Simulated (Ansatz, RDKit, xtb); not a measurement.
**C4H9FSi: ranking a sample of isomers**

A sample of isomers of C4H9FSi is drawn. Aim: find which of them has the lowest free energy at 298.15 K, then its properties. The sample is small against all isomers, and the most stable one of this formula need not be in it.

Plan: many cheap relaxations first (GFN2-xTB), then density-functional screening, relaxation at PBE-D3(BJ)/def2-SVP, vibrations (at GFN2-xTB) and a final energy. The numbers are computed, not measured.

## Step 1: Possible bonding patterns

Isomers were taken from a list of plausible structures; this is a sample, not all of them. That gives 5 candidates.

```
label                    SMILES     spin
 c074           FC1([SiH3])CCC1  singlet
 c159    F[C@@H]1CC[C@H]1[SiH3]  singlet
 c169   F[C@H]1C[C@H]([SiH3])C1  singlet
 c224  F[C@H]1C[C@@H]([SiH3])C1  singlet
 c987   F[C@@H]1CC[C@@H]1[SiH3]  singlet
```

Candidates are built by distance geometry, with a force field where one applies, in up to four conformers (letters a to d).

## Step 2: Search with GFN2-xTB

All 9 starts are relaxed the same way. One of them, c159a (taken from a list of positional isomers, embedded by distance geometry and MMFF94), in full:

Input file start.xyz:

```xyz
15
c159a
C     -0.658259     0.665619     0.795002
C      0.762951     0.498140     0.367601
C      0.286615    -0.595653    -0.585380
C     -1.028485     0.101162    -0.623355
F     -1.089925     1.981587     0.999987
Si    -2.636747    -0.943307    -0.641566
H     -0.984550     0.005972     1.613955
H      1.458338     0.108723     1.158575
H      1.254512     1.307376    -0.125179
H      0.771481    -0.686649    -1.560231
H      0.247943    -1.639505    -0.134962
H     -1.144408     0.893191    -1.385143
H     -3.860007    -0.153844    -0.414994
H     -2.567438    -2.000249     0.433345
H     -2.758001    -1.629331    -1.960155
```

Launch:

```console
$ xtb start.xyz --gfn 2 --opt
```

Log, shortened:

```text
* xtb version 6.7.1
[...]
          :  # basis functions                  39          :
[...]
          :  # electrons                        36          :
[...]
          :  Hamiltonian                  GFN2-xTB          :
[...]
          :  net charge                          0          :
          :  unpaired electrons                  0          :
[...]
   *** convergence criteria satisfied after 11 iterations ***
[...]
   *** GEOMETRY OPTIMIZATION CONVERGED AFTER 12 ITERATIONS ***
[...]
   *** convergence criteria satisfied after 3 iterations ***
[...]
         ::                     SUMMARY                     ::
         :::::::::::::::::::::::::::::::::::::::::::::::::::::
         :: total energy             -19.600748616695 Eh    ::
         :: gradient norm              0.000402138329 Eh/a0 ::
         :: HOMO-LUMO gap              5.670234909729 eV    ::
         ::.................................................::
         :: SCC energy               -19.801162591504 Eh    ::
         :: -> isotropic ES            0.027020839178 Eh    ::
         :: -> anisotropic ES          0.003342492058 Eh    ::
         :: -> anisotropic XC          0.003160027668 Eh    ::
         :: -> dispersion             -0.009496605825 Eh    ::
         :: repulsion energy           0.200413974810 Eh    ::
         :: add. restraining           0.000000000000 Eh    ::
         :: total charge               0.000000000000 e     ::
         :::::::::::::::::::::::::::::::::::::::::::::::::::::
[...]
        18        2.0000           -0.3978730             -10.8267 (HOMO)
        19                         -0.1894957              -5.1564 (LUMO)
[...]
     #   Z          covCN         q      C6AA      α(0)
     1   6 C        3.869     0.145    18.205     6.067
     2   6 C        3.978    -0.066    21.692     6.617
     3   6 C        4.009    -0.061    21.591     6.601
     4   6 C        3.927    -0.138    23.079     6.827
     5   9 F        0.783    -0.263    11.902     4.075
     6  14 Si       3.640     0.444    98.993    19.081
     7   1 H        0.924     0.024     2.675     2.558
     8   1 H        0.925     0.034     2.535     2.490
     9   1 H        0.925     0.055     2.261     2.352
    10   1 H        0.925     0.034     2.528     2.486
    11   1 H        0.925     0.028     2.621     2.532
    12   1 H        0.924     0.036     2.498     2.472
    13   1 H        0.919    -0.087     5.132     3.543
    14   1 H        0.918    -0.093     5.340     3.614
[...]
     #   Z sym  total        # sym  WBO       # sym  WBO       # sym  WBO
 ---------------------------------------------------------------------------
     1   6 C    3.894 --     4 C    0.991     2 C    0.990     7 H    0.970
                             5 F    0.924
     2   6 C    3.991 --     3 C    1.002     1 C    0.990     8 H    0.981
                             9 H    0.978
     3   6 C    3.992 --     2 C    1.002     4 C    1.000    11 H    0.985
                            10 H    0.982
     4   6 C    3.960 --     3 C    1.000     1 C    0.991    12 H    0.979
                             6 Si   0.877
     5   9 F    1.006 --     1 C    0.924
     6  14 Si   3.597 --    14 H    0.900    13 H    0.900    15 H    0.899
                             4 C    0.877
     7   1 H    0.999 --     1 C    0.970
     8   1 H    0.999 --     2 C    0.981
[...]
molecular dipole:
                 x           y           z       tot (Debye)
 q only:       -0.097      -0.940      -0.273
   full:        0.184      -0.818      -0.201       2.191
molecular quadrupole (traceless):
[...]
          | TOTAL ENERGY              -19.600748616695 Eh   |
          | GRADIENT NORM               0.000402138329 Eh/α |
          | HOMO-LUMO GAP               5.670234909729 eV   |
           -------------------------------------------------
[...]
```

Run time: 0.58 s. Hardware: 2 threads of Intel Xeon at 2.50GHz (Skylake/Cascade Lake), shared host.

## Step 3: The minima found

9 of the 9 relaxations converged; 4 ended on a minimum already found. 5 distinct structures remain:

| label | start | SMILES after | spin | energy (kcal/mol) |
| --- | --- | --- | --- | --- |
| c987a | drawn | F[C@@H]1CC[C@@H]1[SiH3] | singlet | 0.0 |
| c159a | drawn | F[C@@H]1CC[C@H]1[SiH3] | singlet | 0.8 |
| c224a | drawn | F[C@H]1C[C@@H]([SiH3])C1 | singlet | 1.3 |
| c169b | drawn | F[C@H]1C[C@H]([SiH3])C1 | singlet | 1.5 |
| c074b | drawn | FC1([SiH3])CCC1 | singlet | 1.7 |

## Step 4: Screening with a density functional

A choice of the minima (the low ones first, few conformers of a pattern, up to a cap) and the lowest that fell apart get a single point at r2SCAN-D4/def2-SVP on the tight-binding geometry, and one at HF/STO-3G for comparison. The lowest singlets are also tried as triplets at the same geometry (label ending in t). The first, c987a:

Input file input.yaml:

```yaml
basis:
  gaussian: {orbitals: def2-SVP}
crystal:
  periodic: [false, false, false]
  atoms:
    - {symbol: C, position_ang: [0.489781, 0.891028, -1.234890]}
    - {symbol: C, position_ang: [-0.481722, -0.229056, -0.864239]}
    - {symbol: C, position_ang: [0.466525, -0.639357, 0.271481]}
    - {symbol: C, position_ang: [1.228010, 0.688789, 0.089146]}
    - {symbol: F, position_ang: [-0.090695, 2.132858, -1.396810]}
    - {symbol: Si, position_ang: [0.807780, 2.029178, 1.375796]}
    - {symbol: H, position_ang: [1.078376, 0.714145, -2.140457]}
    - {symbol: H, position_ang: [-1.424096, 0.175692, -0.501929]}
    - {symbol: H, position_ang: [-0.679686, -0.970485, -1.635306]}
    - {symbol: H, position_ang: [1.067273, -1.512864, 0.021469]}
    - {symbol: H, position_ang: [0.002249, -0.799582, 1.242555]}
    - {symbol: H, position_ang: [2.307685, 0.578585, -0.020626]}
    - {symbol: H, position_ang: [-0.643941, 2.134900, 1.508487]}
    - {symbol: H, position_ang: [1.387020, 1.578290, 2.645067]}
    - {symbol: H, position_ang: [1.397123, 3.294393, 0.947956]}
scf: {lower_state_search: "off"}
output: {orbitals: {seedname: orbitals}}
hamiltonian: {xc: {name: r2SCAN}, dispersion: d4}
```

Launch:

```console
$ ansatz run input.yaml --threads 2 --pin off --max-ram 5220MiB --events-out events.jsonl --progress --plain --runs-dir runs
```

Log, shortened:

```text
Warning: RAYON_NUM_THREADS=2 ignored (pool sized by the plan → 2); use --threads N
Functional definition: r2SCAN
  name "r2SCAN"
[...]
1498 factors; their error is unknown
[...]
mean field -14876.09881909 eV, -546.6865482197 hartree, gradient 7.3e-6 eV, S^2 0.000000; 0 other end points of the search recorded, 0 dependent functions left out
reference -14876.09883014 eV, -546.6865486258 hartree; 28, 28 occupied and 105, 105 virtual orbitals, 1498 factors
Total energy: -14876.18655262 eV, -546.6897723675 hartree
Checks for a lower state left out: stability, starts, cluster_reference, orbital_swaps, neighbouring_geometries, increment
```

Run time: 6 s. Hardware: 2 threads of Intel Xeon at 2.50GHz (Skylake/Cascade Lake), shared host; peak memory 0.18 GiB.

Relative energies in kcal/mol, each column from its lowest structure that stays in one piece:

```csv
label,SMILES,spin,GFN2-xTB,HF/STO-3G,r2SCAN-D4/def2-SVP
c987a,F[C@@H]1CC[C@@H]1[SiH3],singlet,0.0,0.0,0.0
c159a,F[C@@H]1CC[C@H]1[SiH3],singlet,0.8,0.2,1.8
c224a,F[C@H]1C[C@@H]([SiH3])C1,singlet,1.3,0.6,2.0
c169b,F[C@H]1C[C@H]([SiH3])C1,singlet,1.5,1.1,2.3
c074b,FC1([SiH3])CCC1,singlet,1.7,2.1,4.5
c224at,F[C@H]1C[C@@H]([SiH3])C1,triplet,–,–,163.7
c987at,F[C@@H]1CC[C@@H]1[SiH3],triplet,–,–,171.4
```

## Step 5: Third filter: density-functional geometries

5 candidates are relaxed at PBE-D3(BJ)/def2-SVP (chosen among the lowest in one piece). The first, c987a:

input.yaml, as its differences from that of step 4:

```diff
@@ -1,3 +1 @@
-basis:
-  gaussian: {orbitals: def2-SVP}
 crystal:
@@ -20,4 +18,11 @@
     - {symbol: H, position_ang: [1.397123, 3.294393, 0.947956]}
-scf: {lower_state_search: "off"}
-output: {orbitals: {seedname: orbitals}}
-hamiltonian: {xc: {name: r2SCAN}, dispersion: d4}
+basis:
+  gaussian:
+    orbitals: def2-SVP
+hamiltonian:
+  xc: pbe
+  dispersion: d3bj
+relax:
+  f_tol: 0.006
+scf:
+  lower_state_search: off
```

Launch:

```console
$ ansatz run input.yaml --threads 2 --pin off --max-ram 5220MiB --events-out events.jsonl --progress --plain --runs-dir runs
```

Log, shortened:

```text
Warning: RAYON_NUM_THREADS=2 ignored (pool sized by the plan → 2); use --threads N
[...]
Functional definition: PBE
  name "PBE"
[...]
1498 factors; their error is unknown
[...]
mean field -14867.97815566 eV, -546.3881193431 hartree, gradient 1.9e-6 eV, S^2 0.000000; 0 other end points of the search recorded, 0 dependent functions left out
[...]
reference -14867.97819181 eV, -546.3881206715 hartree; 28, 28 occupied and 105, 105 virtual orbitals, 1498 factors
relax step   1: F+E_penalty+E_count = -14868.33474348 eV  Δ(F+E_penalty+E_count) = +0.000e0 eV  max|allowed force component| = 7.598e-1 eV/Å  Δτ_max = 0.0000 Å  (20 SCF iters, accepted)
[...]
relax step   3: F+E_penalty+E_count = -14868.46705192 eV  Δ(F+E_penalty+E_count) = -1.272e-2 eV  max|allowed force component| = 4.108e-2 eV/Å  Δτ_max = 0.0315 Å  (20 SCF iters, accepted)
[...]
Atom 6 at     1.125986     0.581513    -2.143804 Å, force     0.000331     0.000555     0.000090 eV/Å
Atom 7 at    -1.413778     0.272055    -0.430632 Å, force    -0.000509     0.000082     0.000761 eV/Å
Atom 8 at    -0.823758    -0.949972    -1.619138 Å, force    -0.000385    -0.000392    -0.000185 eV/Å
Atom 9 at     1.102103    -1.522289    -0.059701 Å, force    -0.000064    -0.000198    -0.000264 eV/Å
Atom 10 at     0.051863    -0.886045     1.246878 Å, force     0.000075    -0.000011     0.000060 eV/Å
Atom 11 at     2.345008     0.640654     0.020060 Å, force     0.000101     0.000258     0.000206 eV/Å
Atom 12 at    -0.698063     2.112652     1.553673 Å, force     0.000210     0.000268    -0.000310 eV/Å
Atom 13 at     1.396720     1.598457     2.689063 Å, force    -0.000273    -0.000399     0.000104 eV/Å
Atom 14 at     1.340981     3.367764     1.002244 Å, force    -0.000148     0.000288     0.000428 eV/Å
Dipole moment:     0.118495    -0.381844    -0.038564 e Å
Checks for a lower state left out: stability, starts, cluster_reference, orbital_swaps, neighbouring_geometries, increment
```

It took 56 s on 2 threads of Intel Xeon at 2.50GHz (Skylake/Cascade Lake), shared host; peak memory 0.17 GiB.

Energy change by step (eV): 0.0000, -0.1196, -0.1323, -0.1335, -0.1355, -0.1335, -0.1364, -0.1367, -0.1367, -0.1367.

After the run. Bond lengths: C1–C2 1.539 Å, C2–C3 1.552 Å, C1–C4 1.546 Å, C3–C4 1.563 Å, C1–F5 1.391 Å, C4–Si6 1.903 Å, C1–H7 1.112 Å, C2–H8 1.108 Å, C2–H9 1.107 Å, C3–H10 1.108 Å, C3–H11 1.109 Å, C4–H12 1.111 Å, Si6–H13 1.504 Å, Si6–H14 1.506 Å, Si6–H15 1.502 Å. Some angles: C1–C2–C3 88.4°, C2–C1–C4 90.1°, C2–C1–F5 116.3°, C4–C1–F5 116.2°, C2–C3–C4 88.9°, C1–C4–C3 87.8°, C1–C4–Si6 114.0°, C3–C4–Si6 114.5°, C1–C2–H8 109.5°, C1–C2–H9 118.0°.

## Step 6: The relaxed candidates

```csv
label,spin,r2SCAN-D4/def2-SVP (kcal/mol),"PBE-D3(BJ)/def2-SVP, relaxed (kcal/mol)",time
c987a,singlet,0.0,0.0,56 s
c224a,singlet,2.0,1.3,35 s
c159a,singlet,1.8,1.4,62 s
c169b,singlet,2.3,1.9,42 s
c074b,singlet,4.5,3.8,43 s
```

c987a: Bond lengths: C1–C2 1.539 Å, C2–C3 1.552 Å, C1–C4 1.546 Å, C3–C4 1.563 Å, C1–F5 1.391 Å, C4–Si6 1.903 Å, C1–H7 1.112 Å, C2–H8 1.108 Å, C2–H9 1.107 Å, C3–H10 1.108 Å, C3–H11 1.109 Å, C4–H12 1.111 Å, Si6–H13 1.504 Å, Si6–H14 1.506 Å, Si6–H15 1.502 Å. Some angles: C1–C2–C3 88.4°, C2–C1–C4 90.1°, C2–C1–F5 116.3°, C4–C1–F5 116.2°, C2–C3–C4 88.9°, C1–C4–C3 87.8°, C1–C4–Si6 114.0°, C3–C4–Si6 114.5°, C1–C2–H8 109.5°, C1–C2–H9 118.0°.

c224a: Bond lengths: C1–C2 1.539 Å, C2–C3 1.562 Å, C1–C4 1.539 Å, C3–C4 1.562 Å, C1–F5 1.381 Å, C3–Si6 1.893 Å, C1–H7 1.114 Å, C2–H8 1.110 Å, C2–H9 1.108 Å, C3–H10 1.111 Å, Si6–H11 1.507 Å, Si6–H12 1.506 Å, Si6–H13 1.506 Å, C4–H14 1.108 Å, C4–H15 1.110 Å. Some angles: C1–C2–C3 87.4°, C2–C1–C4 89.7°, C2–C1–F5 117.3°, C4–C1–F5 117.3°, C2–C3–C4 88.0°, C2–C3–Si6 119.1°, C4–C3–Si6 119.1°, C1–C4–C3 87.4°, C1–C2–H8 109.2°, C1–C2–H9 118.9°.

c159a: Bond lengths: C1–C2 1.538 Å, C2–C3 1.551 Å, C1–C4 1.551 Å, C3–C4 1.562 Å, C1–F5 1.380 Å, C4–Si6 1.895 Å, C1–H7 1.114 Å, C2–H8 1.108 Å, C2–H9 1.109 Å, C3–H10 1.107 Å, C3–H11 1.109 Å, C4–H12 1.111 Å, Si6–H13 1.505 Å, Si6–H14 1.508 Å, Si6–H15 1.506 Å. Some angles: C1–C2–C3 87.8°, C2–C1–C4 89.7°, C2–C1–F5 117.3°, C4–C1–F5 116.8°, C2–C3–C4 88.8°, C1–C4–C3 86.9°, C1–C4–Si6 120.5°, C3–C4–Si6 120.5°, C1–C2–H8 118.5°, C1–C2–H9 109.0°.

c169b: Bond lengths: C1–C2 1.540 Å, C2–C3 1.563 Å, C1–C4 1.540 Å, C3–C4 1.563 Å, C1–F5 1.381 Å, C3–Si6 1.897 Å, C1–H7 1.113 Å, C2–H8 1.109 Å, C2–H9 1.109 Å, C3–H10 1.110 Å, Si6–H11 1.506 Å, Si6–H12 1.506 Å, Si6–H13 1.507 Å, C4–H14 1.109 Å, C4–H15 1.109 Å. Some angles: C1–C2–C3 87.9°, C2–C1–C4 90.0°, C2–C1–F5 116.8°, C4–C1–F5 116.8°, C2–C3–C4 88.3°, C2–C3–Si6 115.3°, C4–C3–Si6 115.3°, C1–C4–C3 87.9°, C1–C2–H8 109.5°, C1–C2–H9 118.3°.

## Step 7: Harmonic analysis of the finalists

The lowest few in one piece go on as finalists. In this search the thermal terms come from GFN2-xTB at its own nearest minimum. The first, c987a:

Input file start.xyz:

```xyz
15
c987a
C      0.502166     0.869722    -1.269156
C     -0.511793    -0.211092    -0.855632
C      0.481209    -0.658384     0.250170
C      1.237567     0.698925     0.079543
F     -0.017115     2.132841    -1.530746
Si     0.792586     2.019713     1.374879
H      1.125986     0.581513    -2.143804
H     -1.413778     0.272055    -0.430632
H     -0.823758    -0.949972    -1.619138
H      1.102103    -1.522289    -0.059701
H      0.051863    -0.886045     1.246878
H      2.345008     0.640654     0.020060
H     -0.698063     2.112652     1.553673
H      1.396720     1.598457     2.689063
H      1.340981     3.367764     1.002244
```

Launch:

```console
$ xtb start.xyz --gfn 2 --ohess tight
```

Log, shortened:

```text
* xtb version 6.7.1
[...]
          :  # basis functions                  39          :
[...]
          :  # electrons                        36          :
[...]
          :  Hamiltonian                  GFN2-xTB          :
[...]
          :  net charge                          0          :
          :  unpaired electrons                  0          :
[...]
   *** convergence criteria satisfied after 12 iterations ***
[...]
   *** GEOMETRY OPTIMIZATION CONVERGED AFTER 12 ITERATIONS ***
[...]
   *** convergence criteria satisfied after 3 iterations ***
[...]
         ::                     SUMMARY                     ::
         :::::::::::::::::::::::::::::::::::::::::::::::::::::
         :: total energy             -19.602076453238 Eh    ::
         :: gradient norm              0.000094835407 Eh/a0 ::
         :: HOMO-LUMO gap              5.867834772750 eV    ::
         ::.................................................::
         :: SCC energy               -19.802828560070 Eh    ::
         :: -> isotropic ES            0.026681165959 Eh    ::
         :: -> anisotropic ES          0.004030196313 Eh    ::
         :: -> anisotropic XC          0.002603972380 Eh    ::
         :: -> dispersion             -0.009813332806 Eh    ::
         :: repulsion energy           0.200752106833 Eh    ::
         :: add. restraining           0.000000000000 Eh    ::
         :: total charge               0.000000000000 e     ::
         :::::::::::::::::::::::::::::::::::::::::::::::::::::
[...]
        18        2.0000           -0.3980708             -10.8321 (HOMO)
        19                         -0.1824317              -4.9642 (LUMO)
[...]
molecular dipole:
                 x           y           z       tot (Debye)
 q only:        0.190      -0.392       0.548
   full:        0.269      -0.706       0.187       1.978
molecular quadrupole (traceless):
[...]
          | TOTAL ENERGY              -19.602076453240 Eh   |
          | TOTAL ENTHALPY            -19.478353977545 Eh   |
          | TOTAL FREE ENERGY         -19.518023410123 Eh   |
          | GRADIENT NORM               0.000094842161 Eh/α |
[...]
```

It took 1.1 s on 2 threads of Intel Xeon at 2.50GHz (Skylake/Cascade Lake), shared host; peak memory 0.11 GiB.

## Step 8: Zero-point energy and free-energy terms

As xtb prints them, at 298.15 K, with its own treatment of low modes:

| label | SMILES | spin | lowest mode (cm⁻¹) | zero-point (kcal/mol) | G − E (kcal/mol) |
| --- | --- | --- | --- | --- | --- |
| c987a | F[C@@H]1CC[C@@H]1[SiH3] | singlet | 90 | 72.5 | 52.7 |
| c224a | F[C@H]1C[C@@H]([SiH3])C1 | singlet | 53 | 72.4 | 52.5 |
| c159a | F[C@@H]1CC[C@H]1[SiH3] | singlet | 73 | 72.4 | 52.4 |
| c169b | F[C@H]1C[C@H]([SiH3])C1 | singlet | 68 | 72.4 | 52.6 |
| c074b | FC1([SiH3])CCC1 | singlet | 102 | 72.2 | 52.4 |

## Step 9: The final energy

Single points at CCSD(T)/def2-SVP + MP2/def2-TZVPP - MP2/def2-SVP on the refined geometries decide the order.

c987a, CCSD(T)/def2-SVP:

Input file input.yaml:

```yaml
crystal:
  periodic: [false, false, false]
  atoms:
    - {symbol: C, position_ang: [0.502166, 0.869722, -1.269156]}
    - {symbol: C, position_ang: [-0.511793, -0.211092, -0.855632]}
    - {symbol: C, position_ang: [0.481209, -0.658384, 0.250170]}
    - {symbol: C, position_ang: [1.237567, 0.698925, 0.079543]}
    - {symbol: F, position_ang: [-0.017115, 2.132841, -1.530746]}
    - {symbol: Si, position_ang: [0.792586, 2.019713, 1.374879]}
    - {symbol: H, position_ang: [1.125986, 0.581513, -2.143804]}
    - {symbol: H, position_ang: [-1.413778, 0.272055, -0.430632]}
    - {symbol: H, position_ang: [-0.823758, -0.949972, -1.619138]}
    - {symbol: H, position_ang: [1.102103, -1.522289, -0.059701]}
    - {symbol: H, position_ang: [0.051863, -0.886045, 1.246878]}
    - {symbol: H, position_ang: [2.345008, 0.640654, 0.020060]}
    - {symbol: H, position_ang: [-0.698063, 2.112652, 1.553673]}
    - {symbol: H, position_ang: [1.396720, 1.598457, 2.689063]}
    - {symbol: H, position_ang: [1.340981, 3.367764, 1.002244]}
basis:
  gaussian:
    orbitals: def2-SVP
total_charge: 0
correlation:
  method: ccsd_t
  frozen_orbitals: {Si: 5, C: 1, H: 0, F: 1}
```

Launch:

```console
$ ansatz run input.yaml --threads 2 --pin off --max-ram 5220MiB --events-out events.jsonl --progress --plain --runs-dir runs
```

Log, shortened:

```text
Warning: RAYON_NUM_THREADS=2 ignored (pool sized by the plan → 2); use --threads N
Functional definition: HF
  name "HF"
[...]
1348 factors; integrals over basis functions are off by at most 1.2e-3 eV
[...]
mean field -14823.71777804 eV, -544.7615804662 hartree, gradient 1.7e-6 eV, S^2 0.000000; 0 other end points of the search recorded, 0 dependent functions left out
10 core orbitals not correlated: weight in the atoms' cores, before any rotation towards them, 1.000 or more for the frozen orbitals, at most 0.000 for the correlated occupied ones
reference -14823.71777804 eV, -544.7615804662 hartree; 18, 18 occupied and 105, 105 virtual orbitals, 1348 factors
second order -22.92572359 eV of doubles, -0.00000000 eV of singles
cycle   1  -23.99610256 eV  change    -1.1e0 eV  update   1.0e-1
[...]
cycle   9  -24.75947241 eV  change   -1.6e-6 eV  update   1.1e-5
perturbative correction -0.72148582 eV, -0.0265141150 hartree
Total energy: -14849.19873627 eV, -545.6979884097 hartree
```

Wall time 50 s (2 threads of Intel Xeon at 2.50GHz (Skylake/Cascade Lake), shared host); peak memory 0.97 GiB.

(Part 1 of 2 ends here.)
